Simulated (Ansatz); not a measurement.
I need a search for lower mean-field states of KSe. Use Ansatz's Python interface. Use (for the species named): Hartree-Fock, def2-SVP basis, multiplicity 2.

```xyz
2

K     0.0000    0.0000    0.0000
Se    0.0000    0.0000    3.0600
```

`states_kse.py`
```python
"""Restricted and unrestricted solutions of KSe, stretched and not."""

import ansatz as az
import numpy as np

molecule = (
    az.Crystal.molecule()
    .atom("K", (0.0, 0.0, 0.0))
    .atom("Se", (0.0, 0.0, 3.06))
)
symbols = [site.symbol for site in molecule.cartesian_sites]

start = np.array([site.position_ang for site in molecule.cartesian_sites])
for factor in [1.0, 1.3]:
    xyz = (start - start.mean(axis=0)) * factor
    scaled = az.Crystal.molecule()
    for symbol, place in zip(symbols, xyz):
        scaled = scaled.atom(symbol, place.tolist())
    calc = (
        scaled.calculation()
        .basis(gaussian="def2-SVP")
        .functional("HF")
        .spin("collinear", total=1)
    )
    for search in ("off", "standard"):
        try:
            summary = calc.scf(lower_state_search=search).run(threads=1, backend="cpu").report
        except az.AnsatzError as error:
            print(f"x{factor} search {search}: {type(error).__name__}")
            continue
        state = summary["mean_field"]["state"]
        print(f"all distances x{factor}, search {search:8s} E = {summary['free_energy_ev']:.5f} eV  <S^2> = {abs(state['spin_squared']):.3f}  other states met: {len(summary['mean_field']['others'])}")
```

```console
$ python states_kse.py
all distances x1.0, search off      E = -81597.69315 eV  <S^2> = 0.757  other states met: 0
all distances x1.0, search standard E = -81597.69315 eV  <S^2> = 0.757  other states met: 3
all distances x1.3, search off      E = -81596.98283 eV  <S^2> = 0.770  other states met: 0
all distances x1.3, search standard E = -81596.98283 eV  <S^2> = 0.770  other states met: 3
```

Total energies depend on the basis set; only differences at equal settings carry meaning. The count of other states can hold repeated and symmetry-equivalent ends of the search; scaling all distances is a test, and for more than two atoms no physical path. The species is open-shell (spin multiplicity 2). The spin state was assumed, and another may lie lower. Run time: 5.4 s on 1 thread of Arm Neoverse V2, on a shared host, peak memory 0.2 GiB.

(Lines on the test bed's own set-up are left out of the output.)
